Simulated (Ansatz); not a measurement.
# SrHgIr3: the cost of one run

Program: Ansatz 0.2.0. Level of theory: DFT PBE, scalar-relativistic, plane waves, PAW. These are calculated values, not measurements.

## (1) The structure to begin with

The structure is cubic, space group Pm-3m (No. 221). Conventional cell: a = 4.527 Å, b = 4.527 Å, c = 4.527 Å, α = 90.00°, β = 90.00°, γ = 90.00°. Sr (site symmetry m-3m) is surrounded by 12 Ir at 3.20 Å. Hg (site symmetry m-3m) is surrounded by 6 Ir at 2.26 Å. Ir (site symmetry 4/mmm) has 2 Hg at 2.26 Å in its first shell of neighbours.

Coordinates:

```xyz
5
Lattice="4.5274 0.0000 0.0000 0.0000 4.5274 0.0000 0.0000 0.0000 4.5274" Properties=species:S:1:pos:R:3 pbc="T T T"
Sr    0.0000    0.0000    0.0000
Hg    2.2637    2.2637    2.2637
Ir    0.0000    2.2637    2.2637
Ir    2.2637    0.0000    2.2637
Ir    2.2637    2.2637    0.0000
```

This is candidate A: cubic perovskite type (Pm-3m, No. 221).

(A quick probe on a coarse mesh, which set the mesh and smearing, is not shown.)

## (3) A loose first relaxation (candidate A)

File input.yaml:

```yaml
crystal:
  lattice:
    - [4.5274364379, 0.0, 0.0]
    - [0.0, 4.5274364379, 0.0]
    - [0.0, 0.0, 4.5274364379]
  atoms:
    - { symbol: Sr, position: [0.0, 0.0, 0.0] }
    - { symbol: Hg, position: [0.5, 0.5, 0.5] }
    - { symbol: Ir, position: [0.0, 0.5, 0.5] }
    - { symbol: Ir, position: [0.5, 0.0, 0.5] }
    - { symbol: Ir, position: [0.5, 0.5, 0.0] }
basis:
  ecutwfc: 420
kpoints:
  mp_grid: { grid: [4, 4, 4] }
hamiltonian:
  xc: pbe
scf:
  occupations: { method: gaussian, width: 0.1 }
  lower_state_search: "off"
output:
  forces: true
  stress: true
  eigenvalues: true
relax:
  adjacent_minimum: "off"
  f_tol: 0.04
  max_steps: 70
  cell: { stress_tol: 0.4 }
```

Run with:

```
ansatz run input.yaml --threads 1 --pin off --max-ram 2560MiB --backend cpu --events-out ev --progress --plain --runs-dir out
```

Q: Estimate wall time and peak memory on 1 thread of Intel Xeon 6975P-C (Granite Rapids), shared host.

About 13 s, with a peak of 0.48 GiB.
